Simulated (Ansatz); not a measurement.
# TaS(OH)3 (H₃O₃STa): a spread of methods and bases

How do the results and run time of TaS(OH)3 (H₃O₃STa) respond when the settings are drawn wide?

Program: Ansatz 0.2.0, Gaussian basis. Level of theory: the settings change from run to run. These are calculated values, not measurements.

### 1 The geometry

An earlier PBE-D4/def2-SVP relaxation fixed the geometry. Ta takes a core potential in def2 sets; no spin-orbit term is included.

8 atoms, charge 0, spin multiplicity 1.

Atoms are counted from 1 here; the program's logs count them from 0.

Bond lengths: Ta1–S2 2.190 Å, Ta1–O3 1.911 Å, Ta1–O5 1.911 Å, Ta1–O7 1.911 Å, O3–H4 0.972 Å, O5–H6 0.972 Å, O7–H8 0.972 Å. Angles: S2–Ta1–O3 109.6°, S2–Ta1–O5 109.6°, S2–Ta1–O7 109.6°, O3–Ta1–O5 109.3°, O3–Ta1–O7 109.3°, O5–Ta1–O7 109.3°, Ta1–O3–H4 132.4°, Ta1–O5–H6 132.5°, Ta1–O7–H8 132.4°.

### 2 PBE0/def2-mTZVP

Options: D3(BJ) dispersion, the search for lower states set to light.

File in.yaml:

```yaml
crystal:
  periodic: [false, false, false]
  atoms:
    - {symbol: Ta, position_ang: [0.000209, 0.000005, 0.037061]}
    - {symbol: S, position_ang: [0.009502, -0.009188, 2.226569]}
    - {symbol: O, position_ang: [1.770088, 0.316038, -0.611118]}
    - {symbol: H, position_ang: [2.617688, 0.463261, -0.158752]}
    - {symbol: O, position_ang: [-1.160382, 1.380833, -0.594438]}
    - {symbol: H, position_ang: [-1.711262, 2.036433, -0.134608]}
    - {symbol: O, position_ang: [-0.617307, -1.689252, -0.609088]}
    - {symbol: H, position_ang: [-0.908526, -2.498129, -0.155616]}
basis:
  gaussian: {orbitals: def2-mTZVP}
hamiltonian: {xc: {name: PBE0}, dispersion: d3bj}
scf: {lower_state_search: light}
```

Command:

```console
> ansatz run in.yaml --threads 4 --pin off --events-out ev --progress --plain --max-ram 3916MiB
```

Standard output:

```text
Functional definition: PBE0
  name "PBE0"
  cite "Adamo & Barone, J. Chem. Phys. 110, 6158 (1999) doi:10.1063/1.478522"
  cite "Perdew, Burke & Ernzerhof, Phys. Rev. Lett. 77, 3865 (1996) doi:10.1103/PhysRevLett.77.3865"
  parent pbe
  parameter a = 0.25
  parameter kappa = 0.804
  parameter beta = 0.06672455060314922
  exchange = (1 - a)*pbe_x(kappa = kappa, mu = beta*pi^2/3) + a*exact_x
  correlation = pbe_c(beta = beta)
1228 factors; their error is unknown
mean field evaluation 1: about -18559.9183 eV, gradient 9.5e1 eV
mean field evaluation 2: about -18496.7558 eV, gradient 2.1e2 eV
mean field evaluation 4: about -18573.2665 eV, gradient 2.3e1 eV
mean field evaluation 8: about -18574.6786 eV, gradient 1.8e-1 eV
mean field evaluation 16: about -18574.7680 eV, gradient 1.1e-4 eV
mean field -18574.76795732 eV, -682.6101320017 hartree, gradient 3.2e-5 eV, S^2 0.000000; 0 other end points of the search recorded, 0 dependent functions left out
reference -18574.76798801 eV, -682.6101331292 hartree; 28, 28 occupied and 111, 111 virtual orbitals, 1228 factors
Total energy: -18574.93045643 eV, -682.6161037337 hartree
```

It took 1.7 s on 4 threads of Arm Neoverse V2, shared host.

### 3 RPBE/def2-TZVP

This run has coordinates scaled by 0.96, D4 dispersion, the search for lower states set to off.

File in.yaml:

```yaml
crystal:
  periodic: [false, false, false]
  atoms:
    - {symbol: Ta, position_ang: [0.000201, 0.000004, 0.035579]}
    - {symbol: S, position_ang: [0.009122, -0.008820, 2.137506]}
    - {symbol: O, position_ang: [1.699285, 0.303396, -0.586673]}
    - {symbol: H, position_ang: [2.512981, 0.444730, -0.152402]}
    - {symbol: O, position_ang: [-1.113967, 1.325599, -0.570661]}
    - {symbol: H, position_ang: [-1.642811, 1.954975, -0.129223]}
    - {symbol: O, position_ang: [-0.592615, -1.621682, -0.584725]}
    - {symbol: H, position_ang: [-0.872185, -2.398204, -0.149391]}
basis:
  gaussian: {orbitals: def2-TZVP}
hamiltonian: {xc: {name: RPBE}, dispersion: d4}
scf: {lower_state_search: off}
output: {forces: true}
```

The command is unchanged.

Standard output (excerpt; [...] marks lines left out):

```text
Functional definition: RPBE
  name "RPBE"
  cite "Hammer, Hansen & Nørskov, Phys. Rev. B 59, 7413 (1999) doi:10.1103/PhysRevB.59.7413"
  cite "Perdew, Burke & Ernzerhof, Phys. Rev. Lett. 77, 3865 (1996) doi:10.1103/PhysRevLett.77.3865"
[...]
1183 factors; their error is unknown
[...]
mean field -18586.71306911 eV, -683.0491067633 hartree, gradient 6.9e-6 eV, S^2 0.000000; 0 other end points of the search recorded, 0 dependent functions left out
[...]
reference -18586.71310824 eV, -683.0491082011 hartree; 28, 28 occupied and 160, 160 virtual orbitals, 1183 factors
Total energy: -18587.29583437 eV, -683.0705229915 hartree
Atom 0 at     0.000201     0.000004     0.035579 Å, force     0.000323     0.001294    -0.061363 eV/Å
Atom 1 at     0.009122    -0.008820     2.137506 Å, force     0.012489    -0.012402     3.022703 eV/Å
Atom 2 at     1.699285     0.303396    -0.586673 Å, force     1.019134     0.189914    -1.819013 eV/Å
Atom 3 at     2.512981     0.444730    -0.152402 Å, force     1.727296     0.300657     0.822107 eV/Å
Atom 4 at    -1.113967     1.325599    -0.570661 Å, force    -0.677651     0.805893    -1.808282 eV/Å
Atom 5 at    -1.642811     1.954975    -0.129223 Å, force    -1.123044     1.336679     0.837649 eV/Å
Atom 6 at    -0.592615    -1.621682    -0.584725 Å, force    -0.364388    -0.973314    -1.818155 eV/Å
Atom 7 at    -0.872185    -2.398204    -0.149391 Å, force    -0.594160    -1.648721     0.824353 eV/Å
Dipole moment:    -0.000905     0.000777    -0.186148 e Å
Checks for a lower state left out: stability, starts, cluster_reference, orbital_swaps, neighbouring_geometries, increment
```

Wall time 1.4 s (4 threads of Arm Neoverse V2, shared host).

Largest force 3.023 eV/Å, dipole 0.89 D.

### 4 SPW92/def2-mTZVPP

This run has charge -1, multiplicity 2, a grid of angular degree 47, relativity set to scalar, the search for lower states set to off.

File in.yaml:

```yaml
crystal:
  periodic: [false, false, false]
  atoms:
    - {symbol: Ta, position_ang: [0.000209, 0.000005, 0.037061]}
    - {symbol: S, position_ang: [0.009502, -0.009188, 2.226569]}
    - {symbol: O, position_ang: [1.770088, 0.316038, -0.611118]}
    - {symbol: H, position_ang: [2.617688, 0.463261, -0.158752]}
    - {symbol: O, position_ang: [-1.160382, 1.380833, -0.594438]}
    - {symbol: H, position_ang: [-1.711262, 2.036433, -0.134608]}
    - {symbol: O, position_ang: [-0.617307, -1.689252, -0.609088]}
    - {symbol: H, position_ang: [-0.908526, -2.498129, -0.155616]}
basis:
  gaussian: {orbitals: def2-mTZVPP, final_grid: {core_spheres: 20, valence_spheres: 16, degree: 47}}
total_charge: -1
magnetization: {spin_polarized: true, initial_magnetization: 1}
hamiltonian: {xc: {name: SPW92}, pseudopotentials: {relativity: scalar}}
scf: {lower_state_search: off}
```

The command is unchanged.

Standard output (excerpt; [...] marks lines left out):

```text
Functional definition: SPW92
  name "SPW92"
  cite "Dirac, Proc. Camb. Phil. Soc. 26, 376 (1930) doi:10.1017/S0305004100016108"
  cite "Slater, Phys. Rev. 81, 385 (1951) doi:10.1103/PhysRev.81.385"
  cite "Perdew & Wang, Phys. Rev. B 45, 13244 (1992) doi:10.1103/PhysRevB.45.13244"
[...]
1212 factors; their error is unknown
[...]
mean field -18531.67162770 eV, -681.0263710998 hartree, gradient 8.0e-6 eV, S^2 0.750792; 0 other end points of the search recorded, 0 dependent functions left out
reference -18531.67167786 eV, -681.0263729431 hartree; 29, 28 occupied and 121, 122 virtual orbitals, 1212 factors
Total energy: -18531.67167786 eV, -681.0263729431 hartree
Relativity: scalar
Checks for a lower state left out: stability, starts, cluster_reference, orbital_swaps, neighbouring_geometries, increment
```

Wall time 3.2 s (4 threads of Arm Neoverse V2, shared host).

⟨S²⟩ 0.751.

### 5 The runs in one table

```csv
level,charge,multiplicity,geometry,functions,energy (eV),time
PBE0/def2-mTZVP,0,1,relaxed,139,-18574.930,1.7 s
RPBE/def2-TZVP,0,1,scaled,188,-18587.296,1.4 s
SPW92/def2-mTZVPP,-1,2,relaxed,150,-18531.672,3.2 s
```

### 6 Results

```
quantity                     value
    runs                         3
quickest     RPBE/def2-TZVP, 1.4 s
 slowest  SPW92/def2-mTZVPP, 3.2 s
```

In words: The runs differ in state or geometry as well as level, so their energies can't be set against each other. Run time spans a factor of 2, from RPBE/def2-TZVP to SPW92/def2-mTZVPP. The jobs differ in tasks and options as well as level.
